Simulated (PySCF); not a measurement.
# The bond of BTe+, level by level

One table from this session's results is given with a row withheld; the runs are named, their logs left out.

Computed with PySCF 2.14.0. Level: B aug-cc-pVDZ, Te aug-cc-pVDZ-PP with ECP28, scalar-relativistic core potentials.

The first run:

Settings of the job:

* atoms: B, Te
* charge: 1
* basis: B aug-cc-pVDZ, Te aug-cc-pVDZ-PP with ECP28
* Hamiltonian: scalar-relativistic core potentials
* basis functions: 55
* electrons treated: 28
* masses in u: 11.0093, 129.9062
* levels: PBE0, PBE, r²SCAN, PW91, TPSSh, r²SCANh, HSE06, HF, MP2, SCS-MP2, CCSD, CCSD(T)
* grid: 80 radial by 434 angular points
* occupations: held fixed by the projection of orbital angular momentum
* dissociation limit: B+ + Te, each in its ground configuration
* starting distance in angstrom: 2.235
* values of 2S to try: 0, 2

Launch:

```console
$ OMP_NUM_THREADS=1 python dia.py task.json out
```

Among the steps run: Set-up; First curve: PBE0; Higher solutions at PBE0; PBE; r²SCAN; PW91; TPSSh; r²SCANh (hybrid meta-GGA); HSE06 (range-separated hybrid); UHF (mean field); MP2 and coupled cluster.

One of the session's tables, all rows but one given; the rest of the session is left out.

Energy (eV) from each level's lowest point:

```
R (Å)    UHF  UHF-MP2  UHF-SCS-MP2  UHF-CCSD  UHF-CCSD(T)
1.780  1.150    1.159        1.207       n/a          n/a
1.863  0.509    0.504        0.545     0.571        0.600
1.946  0.162    0.148        0.177     0.196        0.212
2.008  0.039    0.027        0.043     0.055        0.062
2.070  0.000    0.000        0.000     0.000        0.000
2.132  0.019    0.045        0.027     0.009        0.004
2.215  0.103    0.181        0.140     0.086        0.081
2.318      ?        ?            ?         ?            ?
2.443  0.452    0.719        0.626     0.463        0.480
2.608  0.699    1.085        0.966       n/a          n/a
```

**Question.** Estimate the row for R (Å) = 2.318.

Worked estimate for «UHF». A straight line through the neighbours (2.215, 0.103) and (2.443, 0.452) gives 0.103 + (0.452 − 0.103) × (2.318 − 2.215) / (2.443 − 2.215) = 0.261; a parabola fitted to 4 rows on both sides gives 0.260.

The run gave: UHF: 0.253; UHF-MP2: 0.415; UHF-SCS-MP2: 0.348; UHF-CCSD: 0.243; UHF-CCSD(T): 0.245. In «UHF» the line misses by +0.008 and the parabola by +0.007.
